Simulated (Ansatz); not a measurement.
# Y7Rh3: the cost of one run

Computed with Ansatz 0.2.0 (DFT PBE, scalar-relativistic, plane waves, PAW, unless a step's input says otherwise).

**1. The starting structure**

The structure is hexagonal, space group P6_3mc (No. 186). The conventional cell has a = 9.814 Å, b = 9.814 Å, c = 6.239 Å, α = 90.00°, β = 90.00°, γ = 120.00°. Y (site symmetry 3m) has 3 Rh at 2.80 Å as nearest neighbours. Y (site symmetry m) has 3 Rh at 2.86 to 2.87 Å as nearest neighbours. Around Y (site symmetry m) lie 2 Rh at 2.83 Å. Rh (site symmetry m) is surrounded by 6 Y at 2.80 to 2.87 Å.

As a file:

```
CELL_PARAMETERS angstrom
9.81422 0.00000 0.00000
-4.90711 8.49937 0.00000
0.00000 0.00000 6.23865
ATOMIC_POSITIONS crystal
Y 0.33333 0.66667 0.46164
Y 0.66667 0.33333 0.96164
Y 0.12408 0.24816 0.25656
Y 0.12408 0.87592 0.25656
Y 0.75184 0.87592 0.25656
Y 0.87592 0.75184 0.75656
Y 0.87592 0.12408 0.75656
Y 0.24816 0.12408 0.75656
Y 0.54166 0.08331 0.44165
Y 0.54166 0.45834 0.44165
Y 0.91669 0.45834 0.44165
Y 0.45834 0.91669 0.94165
Y 0.45834 0.54166 0.94165
Y 0.08331 0.54166 0.94165
Rh 0.81069 0.62139 0.17890
Rh 0.81069 0.18931 0.17890
Rh 0.37861 0.18931 0.17890
Rh 0.18931 0.37861 0.67890
Rh 0.18931 0.81069 0.67890
Rh 0.62139 0.81069 0.67890
```

(A quick probe on a coarse mesh, which set the mesh and smearing, is not shown.)

**3. The relaxation**

Input file input.yaml:

```yaml
crystal:
  lattice:
    - [9.8142228326, 0.0, 0.0]
    - [-4.9071114163, 8.4993662915, 0.0]
    - [0.0, 0.0, 6.2386511504]
  atoms:
    - { symbol: "Y", position: [0.33333333, 0.66666667, 0.46163969] }
    - { symbol: "Y", position: [0.66666667, 0.33333333, 0.96163969] }
    - { symbol: "Y", position: [0.12408246, 0.24816493, 0.25656006] }
    - { symbol: "Y", position: [0.12408246, 0.87591754, 0.25656006] }
    - { symbol: "Y", position: [0.75183507, 0.87591754, 0.25656006] }
    - { symbol: "Y", position: [0.87591754, 0.75183507, 0.75656006] }
    - { symbol: "Y", position: [0.87591754, 0.12408246, 0.75656006] }
    - { symbol: "Y", position: [0.24816493, 0.12408246, 0.75656006] }
    - { symbol: "Y", position: [0.54165622, 0.08331243, 0.44165287] }
    - { symbol: "Y", position: [0.54165622, 0.45834378, 0.44165287] }
    - { symbol: "Y", position: [0.91668757, 0.45834378, 0.44165287] }
    - { symbol: "Y", position: [0.45834378, 0.91668757, 0.94165287] }
    - { symbol: "Y", position: [0.45834378, 0.54165622, 0.94165287] }
    - { symbol: "Y", position: [0.08331243, 0.54165622, 0.94165287] }
    - { symbol: Rh, position: [0.81069433, 0.62138866, 0.17889969] }
    - { symbol: Rh, position: [0.81069433, 0.18930567, 0.17889969] }
    - { symbol: Rh, position: [0.37861134, 0.18930567, 0.17889969] }
    - { symbol: Rh, position: [0.18930567, 0.37861134, 0.67889969] }
    - { symbol: Rh, position: [0.18930567, 0.81069433, 0.67889969] }
    - { symbol: Rh, position: [0.62138866, 0.81069433, 0.67889969] }
basis:
  ecutwfc: 420
kpoints:
  mp_grid: { grid: [6, 6, 6] }
hamiltonian:
  xc: pbe
scf:
  occupations: { method: gaussian, width: 0.1 }
output:
  forces: true
  stress: true
  eigenvalues: true
relax:
  adjacent_minimum: "off"
  f_tol: 0.01
  max_steps: 80
  cell: { stress_tol: 0.05 }
```

The run is started by

```
> ansatz run input.yaml --threads 4 --pin off --max-ram 10240MiB --backend cpu --events-out ev --progress --plain --runs-dir out
```

What time and memory should one allow on 4 threads of Intel Xeon 6975P-C (Granite Rapids), shared host?

About 3.3 min, with a peak of 2.9 GiB.
